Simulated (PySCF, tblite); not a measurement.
**C3H11ClSi3: geometry, infrared bands and NMR shifts**

Wanted: the infrared bands and NMR shifts of C3H11ClSi3 (`[SiH3]/C=C(/Cl)[SiH2]C[SiH3]`), by calculation.

The runs use tblite 0.8.0 and PySCF 2.14.0, with density-fitted response routines of our own; the level of theory stands in each step. All values are computed, except where a source is named. Atoms are numbered from 0 throughout.

### 1 The starting structure

18 atoms, charge 0, multiplicity 1; geometry from: force field or distance geometry start.

Bonds of the start (Å): Si0–C1 1.82, C1–C2 1.34, C2–Cl3 1.75, C2–Si4 1.83, Si4–C5 1.84, C5–Si6 1.85, Si0–H7 1.49, Si0–H8 1.44, Si0–H9 1.46, C1–H10 1.10, Si4–H11 1.45, Si4–H12 1.49, C5–H13 1.13, C5–H14 1.12, Si6–H15 1.50, Si6–H16 1.45, Si6–H17 1.47.

### 2 Geometry optimisation with GFN2-xTB

Job settings and geometry (Å):

```
{"job": {"kind": "relax", "xc": "GFN2-xTB", "basis": "xTB"}, "charge": 0, "multiplicity": 1}
Si    -2.231700     1.412200    -0.347600
C     -2.128400    -0.208300     0.480000
C     -1.208600    -1.121200     0.144100
Cl    -1.216900    -2.634800     1.019900
Si     0.007700    -0.847300    -1.197700
C      1.732900    -0.958000    -0.563200
Si     2.553300     0.673400    -0.245900
H     -2.576900     2.403400     0.713800
H     -0.979400     1.864800    -0.902200
H     -3.326800     1.303200    -1.307000
H     -2.838500    -0.417400     1.295900
H     -0.259800     0.318700    -2.015400
H     -0.180200    -2.014000    -2.102900
H      1.753900    -1.627700     0.343100
H      2.354400    -1.482000    -1.335600
H      3.629700     0.484500     0.781300
H      1.660900     1.742500     0.165500
H      3.245600     1.114200    -1.467300
```

Launch:

```sh
$ OMP_NUM_THREADS=1 python probes_run.py task.json out
```

The driver reads the jobs from task.json and runs them one after another.

**Question.** This job is followed by: GFN2-xTB harmonic vibrations, gas phase; GIAO PBE0/pcSseg-1 NMR shielding, non-relativistic, gas phase. What will the session give for the following? strongest single infrared mode (GFN2-xTB); zero-point energy (GFN2-xTB); ¹³C shifts against TMS (PBE0/pcSseg-1); ¹H shifts against TMS (PBE0/pcSseg-1, means over atoms taken as alike); ²⁹Si shifts against TMS (PBE0/pcSseg-1); ³⁵Cl shifts against HCl (PBE0/pcSseg-1).

As calculated:

```
                                                              quantity                             value
                             strongest single infrared mode (GFN2-xTB)             2233 cm⁻¹, 533 km/mol
                                          zero-point energy (GFN2-xTB)                     71.1 kcal/mol
                                ¹³C shifts against TMS (PBE0/pcSseg-1)           162.6, 140.5, -13.3 ppm
¹H shifts against TMS (PBE0/pcSseg-1, means over atoms taken as alike)  6.98, 4.66, 4.24, 4.02, 0.03 ppm
                               ²⁹Si shifts against TMS (PBE0/pcSseg-1)           -44.6, -74.5, -84.4 ppm
                               ³⁵Cl shifts against HCl (PBE0/pcSseg-1)                           347 ppm
```

Over 140 steps the energy fell by 0.575 eV; of the close pairs, C2–Si4 changed most, 1.832 to 1.893 Å. All 48 modes are real, so the xTB geometry is a minimum. Unscaled tight-binding wavenumbers are off by several per cent, some by more. Its intensities can rank the bands wrongly. H10 (hydrogen on an alkene CH) lies farthest downfield among hydrogen, at 6.98 ppm; attached to an sp2 carbon and in the plane of the double bond. At PBE0/pcSseg-1: The widest tensor belongs to Cl3: span 587 ppm, with a paramagnetic part of -545 ppm.
